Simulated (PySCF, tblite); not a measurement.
# C4H9F3GeO: geometry, infrared bands and NMR shifts

Wanted: the infrared bands and NMR shifts of C4H9F3GeO (`C[C@](F)([GeH3])COC(F)F`), by calculation.

Computed with tblite 0.8.0 and PySCF 2.14.0, with density-fitted response routines of our own, on a single molecule in the gas phase. Atoms count from 0, in the outputs and in this text.

## Step 1: The molecule as given

18 atoms, charge 0, multiplicity 1; geometry from: force field or distance geometry start.

Bonds of the start (Å): C0–C1 1.53, C1–F2 1.37, C1–Ge3 1.95, C1–C4 1.51, C4–O5 1.38, O5–C6 1.40, C6–F7 1.38, C6–F8 1.38, C0–H9 1.12, C0–H10 1.08, C0–H11 1.11, Ge3–H12 1.52, Ge3–H13 1.55, Ge3–H14 1.56, C4–H15 1.10, C4–H16 1.11, C6–H17 1.14.

## Step 2: Geometry optimisation with GFN2-xTB

Job settings and geometry (Å):

```
{"job": {"kind": "relax", "xc": "GFN2-xTB", "basis": "xTB"}, "charge": 0, "multiplicity": 1}
C     -1.588300    -1.320800     0.689700
C     -0.806000    -0.015100     0.534500
F     -0.868800     0.674700     1.716100
Ge    -1.654200     0.954900    -0.931800
C      0.642800    -0.305500     0.242800
O      1.368900     0.857800     0.098200
C      2.715000     0.607900    -0.189000
F      3.064900     1.151100    -1.403600
F      3.581700     1.024300     0.806600
H     -2.621500    -1.025400     0.997200
H     -1.107500    -2.020600     1.364100
H     -1.704100    -1.770900    -0.323100
H     -0.963900     2.282600    -1.210400
H     -1.646400    -0.038400    -2.128000
H     -3.110700     1.273300    -0.463700
H      0.742500    -0.931700    -0.658800
H      1.096700    -0.872300     1.079900
H      2.850300    -0.519700    -0.232400
```

The run is started by

```bash
> OMP_NUM_THREADS=1 python probes_run.py task.json out
```

This one command runs all jobs of the session in turn.

The program printed:

```text
step      E/eV     max force
  0    -906.74573    2.624
  1    -906.97444    0.993
  2    -907.05494    0.637
  3    -907.08624    0.595
  4    -907.11974    0.397
  5    -907.13737    0.368
  6    -907.15539    0.300
  7    -907.17087    0.336
  8    -907.18690    0.330
  9    -907.19979    0.317
 10    -907.21023    0.256
 11    -907.21956    0.249
 12    -907.22877    0.212
 13    -907.23679    0.214
 14    -907.24394    0.201
 15    -907.25160    0.206
 16    -907.26048    0.229
 17    -907.27026    0.291
 18    -907.27941    0.220
 19    -907.28689    0.195
 20    -907.29416    0.214
 21    -907.30392    0.264
 22    -907.31674    0.341
 23    -907.33001    0.281
 24    -907.34061    0.228
 25    -907.34741    0.166
 26    -907.35280    0.182
 27    -907.35814    0.164
 28    -907.36212    0.133
 29    -907.36446    0.131
 30    -907.36701    0.127
 31    -907.36975    0.119
 32    -907.37357    0.116
 33    -907.37508    0.090
 34    -907.37663    0.088
 35    -907.37797    0.085
 36    -907.37977    0.113
 37    -907.38154    0.107
 38    -907.38339    0.097
 39    -907.38539    0.104
 40    -907.38770    0.141
 41    -907.39008    0.135
 42    -907.39228    0.127
 43    -907.39427    0.104
 44    -907.39621    0.109
 45    -907.39805    0.116
 46    -907.39956    0.084
 47    -907.40069    0.076
 48    -907.40152    0.082
 49    -907.40236    0.066
 50    -907.40320    0.055
 51    -907.40372    0.056
 52    -907.40440    0.060
 53    -907.40506    0.063
 54    -907.40577    0.058
 55    -907.40651    0.056
 56    -907.40738    0.086
 57    -907.40840    0.093
 58    -907.40952    0.073
 59    -907.41077    0.084
 60    -907.41229    0.089
 61    -907.41415    0.128
 62    -907.41606    0.140
 63    -907.41763    0.121
 64    -907.41899    0.096
 65    -907.42047    0.100
 66    -907.42215    0.114
 67    -907.42368    0.090
 68    -907.42468    0.073
 69    -907.42528    0.057
 70    -907.42573    0.050
 71    -907.42622    0.065
 72    -907.42684    0.071
 73    -907.42775    0.065
 74    -907.42854    0.077
 75    -907.42960    0.097
 76    -907.43058    0.101
 77    -907.43159    0.076
 78    -907.43229    0.055
 79    -907.43305    0.054
 80    -907.43364    0.055
 81    -907.43434    0.055
 82    -907.43511    0.056
 83    -907.43576    0.049
 84    -907.43610    0.034
 85    -907.43625    0.028
 86    -907.43636    0.028
 87    -907.43645    0.022
 88    -907.43653    0.019
 89    -907.43659    0.019
 90    -907.43666    0.024
 91    -907.43675    0.025
 92    -907.43683    0.021
 93    -907.43690    0.019
 94    -907.43697    0.020
 95    -907.43706    0.026
 96    -907.43718    0.026
 97    -907.43732    0.026
 98    -907.43746    0.029
 99    -907.43760    0.029
100    -907.43774    0.029
101    -907.43788    0.028
102    -907.43803    0.027
103    -907.43822    0.033
104    -907.43845    0.031
105    -907.43869    0.044
106    -907.43893    0.038
107    -907.43911    0.024
108    -907.43925    0.022
109    -907.43935    0.022
110    -907.43942    0.020
111    -907.43946    0.011
112    -907.43949    0.012
113    -907.43950    0.010
```

Wall time 1.5 s (1 thread of Arm Neoverse N1, shared host); peak memory 0.18 GiB.

Step by step: (not every step is listed)

```tsv
step	energy from step 0 (eV)	largest force (eV/Å)
0	0.0000	2.6237
1	-0.2287	0.9934
2	-0.3092	0.6366
3	-0.3405	0.5950
4	-0.3740	0.3969
5	-0.3916	0.3681
6	-0.4097	0.3000
7	-0.4251	0.3363
8	-0.4412	0.3298
18	-0.5337	0.2201
28	-0.6164	0.1331
38	-0.6377	0.0968
48	-0.6558	0.0824
58	-0.6638	0.0732
68	-0.6789	0.0732
78	-0.6866	0.0548
88	-0.6908	0.0187
98	-0.6917	0.0292
108	-0.6935	0.0216
109	-0.6936	0.0216
110	-0.6937	0.0203
111	-0.6937	0.0106
112	-0.6938	0.0120
113	-0.6938	0.0100
```

Distances of close pairs at the start and the end, largest changes first:

```tsv
bond	before (Å)	after (Å)	change (Å)
Ge3–H13	1.555	1.493	-0.062
Ge3–H14	1.563	1.501	-0.062
C1–Ge3	1.952	2.008	+0.055
O5–C6	1.399	1.347	-0.052
C4–O5	1.379	1.425	+0.046
Ge3–H12	1.522	1.482	-0.040
C6–F7	1.376	1.337	-0.039
C1–F2	1.370	1.402	+0.032
```

The next job starts from the end point, and lists it.

## Step 3: Vibrational analysis with GFN2-xTB

Job settings and geometry (Å):

```
{"job": {"kind": "ir", "xc": "GFN2-xTB", "basis": "xTB"}, "charge": 0, "multiplicity": 1}
C     -1.660281    -1.411530     0.684318
C     -0.841044    -0.139470     0.592523
F     -1.062193     0.585595     1.771899
Ge    -1.391274     1.120074    -0.870645
C      0.650764    -0.414815     0.500888
O      1.196672     0.607103    -0.328387
C      2.522801     0.531499    -0.549180
F      2.840813     1.384255    -1.528050
F      3.236778     0.914340     0.541493
H     -2.705096    -1.151101     0.842429
H     -1.326366    -2.031464     1.515560
H     -1.574016    -1.971476    -0.243920
H     -0.852368     2.477087    -0.616866
H     -0.984168     0.594084    -2.206756
H     -2.890493     1.168808    -0.831475
H      0.840883    -1.393764     0.044617
H      1.109734    -0.380714     1.495161
H      2.880095    -0.482193    -0.825264
```

The program printed:

```text
mode    cm-1     km/mol
  1      20.8      2.76
  2      46.3      0.45
  3      76.2      1.55
  4      94.6      8.43
  5     164.4      1.07
  6     184.6      1.20
  7     206.7      0.90
  8     218.5      0.41
  9     263.1      9.13
 10     279.7      0.94
 11     354.5      2.35
 12     428.8     29.92
 13     454.6      3.74
 14     501.8     10.24
 15     520.8     89.27
 16     554.5     31.56
 17     589.5     18.51
 18     640.4     29.56
 19     745.4    308.23
 20     827.4    108.06
 21     859.7     35.99
 22     866.6    105.02
 23     944.9      3.07
 24     961.0      2.46
 25     980.6    252.51
 26    1059.1     54.21
 27    1089.9    147.96
 28    1113.4     34.93
 29    1134.0     74.81
 30    1156.0    280.16
 31    1176.4     25.34
 32    1216.7     21.06
 33    1272.2     56.67
 34    1293.0     36.96
 35    1329.8      8.56
 36    1394.8     10.14
 37    1454.7      4.10
 38    1469.8      2.21
 39    1484.5      7.90
 40    1992.2    155.05
 41    2073.6    422.04
 42    2153.8    336.97
 43    2820.2     61.42
 44    2913.4     36.21
 45    2938.4     18.33
 46    3012.9     31.91
 47    3029.2      8.15
 48    3030.1     23.80
```

Wall time 1.2 s (1 thread of Arm Neoverse N1, shared host); peak memory 0.18 GiB.

The strongest bands and the atoms that carry them (share of the mass-weighted mode):

```tsv
cm⁻¹	km/mol	atoms
745	308.2	H13 35 %, H12 33 %, H14 26 %
827	108.1	H13 41 %, H12 36 %, H14 17 %
981	252.5	C6 63 %, F8 32 %
1090	148.0	C6 51 %, F7 30 %
1156	280.2	O5 39 %, C6 36 %, C1 10 %
1992	155.1	H14 68 %, H13 24 %
2074	422.0	H13 67 %, H14 29 %
2154	337.0	H12 89 %
```

## Step 4: Shielding tensors: PBE0/pcSseg-1

Settings changed since step 3:

```diff
@@ -1,2 +1,2 @@
-{"job": {"kind": "ir", "xc": "GFN2-xTB", "basis": "xTB"}, "charge": 0, "multiplicity": 1}
+{"job": {"kind": "nmr", "xc": "PBE0", "basis": "pcSseg-1"}, "charge": 0, "multiplicity": 1}
 C     -1.660281    -1.411530     0.684318
```

Level: GIAO PBE0/pcSseg-1 NMR shielding, non-relativistic, gas phase.

The program printed:

```text
coarse grid: 71464 points
cycle   1  E = -2608.3124725525  dE =  5.250e-01  |g| = 1.255e+00  |ddm| = 3.724e+00
cycle   2  E = -2608.1642209732  dE =  1.483e-01  |g| = 1.577e+00  |ddm| = 1.442e+00
cycle   3  E = -2608.4948633177  dE = -3.306e-01  |g| = 1.614e-01  |ddm| = 9.110e-01
cycle   4  E = -2608.4980031816  dE = -3.140e-03  |g| = 6.665e-02  |ddm| = 1.122e-01
cycle   5  E = -2608.4985471968  dE = -5.440e-04  |g| = 1.139e-02  |ddm| = 4.599e-02
cycle   6  E = -2608.4985665833  dE = -1.939e-05  |g| = 4.082e-03  |ddm| = 8.309e-03
cycle   7  E = -2608.4985690329  dE = -2.450e-06  |g| = 5.341e-04  |ddm| = 2.741e-03
final grid: 152240 points
cycle   8  E = -2608.4985575788  dE = -7.535e-08  |g| = 6.582e-04  |ddm| = 2.057e-03
cycle   9  E = -2608.4985575421  dE =  3.676e-08  |g| = 8.820e-04  |ddm| = 1.002e-03
cycle  10  E = -2608.4985576445  dE = -1.024e-07  |g| = 6.214e-05  |ddm| = 4.960e-04
cycle  11  E = -2608.4985576452  dE = -7.603e-10  |g| = 2.218e-05  |ddm| = 7.325e-05
converged SCF energy = -2608.4985576452

GIAO shielding tensors (ppm)
atom      isotropic    diamagn.    paramagn.     s11        s22        s33       span
  0 C      161.248     246.835     -85.587    141.643    158.263    183.837     42.194
  1 C       83.813     247.266    -163.453     52.948     68.927    129.564     76.617
  2 F      355.279     477.097    -121.818    308.024    362.388    395.424     87.400
  3 Ge    1548.746    2755.551   -1206.805   1456.761   1535.590   1653.886    197.125
  4 C      107.572     247.716    -140.144     83.626    100.562    138.529     54.903
  5 O      213.225     404.442    -191.217    133.451    189.579    316.646    183.195
  6 C       63.296     236.146    -172.851     44.750     66.936     78.201     33.451
  7 F      272.833     468.967    -196.134    185.375    290.418    342.708    157.333
  8 F      269.653     470.775    -201.122    199.206    246.949    362.804    163.598
  9 H       29.710      29.265       0.445     25.096     28.374     35.661     10.566
 10 H       29.902      29.175       0.727     25.747     27.773     36.184     10.438
 11 H       30.493      30.031       0.462     26.509     28.597     36.373      9.864
 12 H       27.689      29.742      -2.052     20.571     23.910     38.587     18.016
 13 H       27.866      29.850      -1.983     21.351     23.575     38.673     17.323
 14 H       28.209      29.733      -1.523     21.547     23.480     39.602     18.055
 15 H       28.160      32.673      -4.514     23.825     28.989     31.665      7.841
 16 H       27.281      31.266      -3.985     23.007     28.268     30.569      7.562
 17 H       25.436      27.110      -1.674     23.033     23.795     29.480      6.446
```

Run time: 88 s. Hardware: 1 thread of Arm Neoverse N1, shared host; peak memory 1.1 GiB.

The references, computed at this level on geometries of the same kind, shield at (ppm): ¹H TMS 31.72, ¹³C TMS 186.9, ¹⁹F CFCl3 170.9, ¹⁷O H2O 336.1, ⁷³Ge GeMe4 1331. Their shielding less the atom's gives the shift. The references are single molecules in the gas phase, so shifts against H2O, NH3, PH3, H3PO4 or CFCl3 are not on the usual liquid scales and can be off by tens of ppm. Atoms listed in one row are averaged.

```tsv
atoms	environment	σ (ppm)	δ (ppm)
C6	sp3 CH bonded to 2 F and O	63.3	123.6
C1	fully substituted sp3 carbon bonded to F and Ge	83.8	103.1
C4	sp3 CH2 bonded to O	107.6	79.4
C0	methyl carbon	161.2	25.7
H17	hydrogen on an sp3 CH bonded to 2 F and O	25.44	6.28
H16	hydrogen on an sp3 CH2 bonded to O	27.28	4.44
H12, H13, H14	hydrogen on a germanium bonded to C	27.92	3.80
H15	hydrogen on an sp3 CH2 bonded to O	28.16	3.56
H9, H10, H11	hydrogen on a methyl carbon	30.03	1.68
F8	fluorine of a CF2 group	269.7	-98.7
F7	fluorine of a CF2 group	272.8	-101.9
F2	fluorine on an sp3 carbon	355.3	-184.3
Ge3	germanium bonded to C, 3 H	1549	-218
O5	ether oxygen	213.2	122.9
```

Charges from the same density, by scheme (e):

```tsv
atoms	Mulliken	IAO	Hirshfeld	ESP fit
C0	-0.19	-0.43	-0.13	-0.58
C1	-0.29	0.10	0.03	0.48
F2	-0.33	-0.33	-0.12	-0.29
Ge3	0.35	0.48	0.28	0.18
C4	0.17	-0.08	0.00	-0.25
O5	-0.52	-0.36	-0.11	-0.20
C6	0.70	0.61	0.21	0.37
F7	-0.27	-0.28	-0.10	-0.19
F8	-0.30	-0.31	-0.12	-0.20
```

Mayer bond orders: C0–C1 1.02, C1–F2 0.81, C1–Ge3 0.80, C1–C4 0.92, C4–O5 0.86, O5–C6 1.04, C6–F7 1.02, C6–F8 0.96.

## Step 5: Summary of results

| quantity | value |
| --- | --- |
| strongest single infrared mode (GFN2-xTB) | 2074 cm⁻¹, 422 km/mol |
| zero-point energy (GFN2-xTB) | 76.3 kcal/mol |
| ¹³C shifts against TMS (PBE0/pcSseg-1) | 123.6, 103.1, 79.4, 25.7 ppm |
| ¹H shifts against TMS (PBE0/pcSseg-1, means over atoms taken as alike) | 6.28, 4.44, 3.80, 3.56, 1.68 ppm |
| ¹⁹F shifts against CFCl3 (PBE0/pcSseg-1) | -98.7, -101.9, -184.3 ppm |
| ⁷³Ge shifts against GeMe4 (PBE0/pcSseg-1) | -218 ppm |
| ¹⁷O shifts against H2O (PBE0/pcSseg-1) | 122.9 ppm |

**Reading.** Over 113 steps the energy fell by 0.694 eV; of the close pairs, Ge3–H13 changed most, 1.555 to 1.493 Å. No mode is imaginary among the 48: a minimum at this level. The strongest single mode, at 2074 cm⁻¹, moves mainly H13. GFN2-xTB is a fitted tight-binding method: band positions and strengths are rough. Its intensities can rank the bands wrongly. H17 (hydrogen on an sp3 CH bonded to 2 F and O) lies farthest downfield among hydrogen, at 6.28 ppm; its carbon carries F and O, hence the downfield position. At PBE0/pcSseg-1: Shielding is most anisotropic at Ge3 (span 197 ppm, paramagnetic term -1207 ppm). Spin-orbit coupling is left out, which matters for shieldings and couplings at and beside the heavy atoms.
